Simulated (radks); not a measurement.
**Valence configurations of Lu**

An exercise on one series of results from a longer session: the logs are not shown, and one member is left open.

Program: radks (a radial shooting solver on a logarithmic mesh, Libxc functionals) version 1. Level of theory: Dirac Kohn-Sham, PBE, spin-unpolarised, spherical densities, point nucleus; open shells are shared between the two j in proportion to 2j + 1. These are calculated values, not measurements, unless marked.

## The atom as given

- element: lutetium (Z = 71)
- charge: 0
- electrons: 71
- configuration: [Xe] 4f14 5d1 6s2
- others tried: 4f14 6s2 6p1; 4f14 5d3; 4f13.5 5d3 6p0.5; 4f14 5d2 6s1; 4f13 5d1 6s2 6p1; 4f13.5 5d1 6s2 6p0.5; 4f13 6s2 6p2; 4f14 5d1.5 6s1.5; 4f13 5d3 6s1

The outer shells:

Lu
```
[Xe] core
4f [↑↓][↑↓][↑↓][↑↓][↑↓][↑↓][↑↓]
5d [↑ ][  ][  ][  ][  ]
6s [↑↓]
```

Set-up of the first run:

Settings of this run:

```text
Z 71
configuration [Xe] 4f14 5d1 6s2
relativity Dirac
functional pbe,pbe
spin unpolarised
j_filling average
nucleus point
c 137.035999084
```

Among the steps run: [Xe] 4f14 5d1 6s2.

One of the session's tables, all rows but one given; the rest of the session is left out.

It belongs to the step «[Xe] 4f14 5d1 6s2». Sizes of the orbitals, from the radial functions (bohr):

| level | <r> | outermost maximum (interpolated) | 90 % within | nodes |
| --- | --- | --- | --- | --- |
| 5s1/2 | 1.172 | 1.04 | 1.69 | 4 |
| 5p1/2 | 1.316 | 1.13 | 1.94 | 3 |
| 5p3/2 | 1.431 | 1.22 | 2.11 | 3 |
| 4f5/2 | 0.7163 | 0.466 | 1.23 | 0 |
| 4f7/2 | 0.7326 | 0.471 | 1.26 | 0 |
| 6s1/2 | 3.646 | 3.07 | 5.42 | 5 |
| 5d3/2 | ? | ? | ? | ? |
| 5d5/2 | 3.007 | 1.88 | 5.14 | 2 |

Estimate the missing values for 5d3/2.

As computed: <r>: 2.827; outermost maximum (interpolated): 1.80; 90 % within: 4.81; nodes: 2. In the column «<r>» it lies between 5p3/2 (1.431) and 5d5/2 (3.007).
